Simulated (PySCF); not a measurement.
# C₄H₁₀ClFSi: spin-spin couplings

What spin-spin couplings should C₄H₁₀ClFSi (`CCC[Si@@](C)(F)Cl`) show?

Computed with PySCF 2.14.0, with density-fitted response routines of our own, on a single molecule in the gas phase. Atoms are numbered from 0 throughout.

### 1 The molecule as given

17 atoms, charge 0, multiplicity 1; geometry from: GFN2-xTB.

Bonds of the start (Å): C0–C1 1.52, C1–C2 1.53, C2–Si3 1.90, Si3–C4 1.89, Si3–F5 1.62, Si3–Cl6 2.02, C0–H7 1.09, C0–H8 1.09, C0–H9 1.09, C1–H10 1.09, C1–H11 1.09, C2–H12 1.09, C2–H13 1.09, C4–H14 1.09, C4–H15 1.09, C4–H16 1.09.

### 2 Spin-spin couplings: B3LYP/pcJ-1

The job: settings as JSON, then the geometry in Å.

```
{"job": {"kind": "j", "xc": "B3LYP", "basis": "pcJ-1"}, "charge": 0, "multiplicity": 1}
C      2.479947    -0.795812     0.031851
C      1.045363    -0.608920     0.509906
C      0.472880     0.734495     0.049666
Si    -1.320235     1.026404     0.600564
C     -2.566223    -0.278865     0.026764
F     -1.326299     0.977444     2.222988
Cl    -1.925673     2.889240     0.115914
H      2.525651    -0.769126    -1.055109
H      2.874877    -1.751437     0.368444
H      3.118429    -0.005746     0.420772
H      1.014508    -0.660002     1.599549
H      0.429075    -1.422124     0.121731
H      0.546459     0.791433    -1.038183
H      1.108026     1.534326     0.439489
H     -3.564844    -0.044719     0.386431
H     -2.304297    -1.262615     0.404930
H     -2.614640    -0.341946    -1.055942
```

Method: B3LYP/pcJ-1 indirect spin-spin coupling, non-relativistic, gas phase.

The run is started by

```bash
$ OMP_NUM_THREADS=1 python probes_run.py task.json out
```

This one command runs all jobs of the session in turn.

What will the session give for the following? largest coupling of the table (B3LYP/pcJ-1). Wanted: largest coupling of the table.

As calculated:

```
                                   quantity                      value
largest coupling of the table (B3LYP/pcJ-1)  1J(Si,F) Si3–F5, 432.2 Hz
```

**Reading.** In the run at B3LYP/pcJ-1, the largest coupling of the table is Si3–F5, 432.2 Hz, of which the Fermi-contact term gives 362.0 Hz. Couplings across rotatable bonds belong to this one conformer; where others are populated, the observed values are averages.
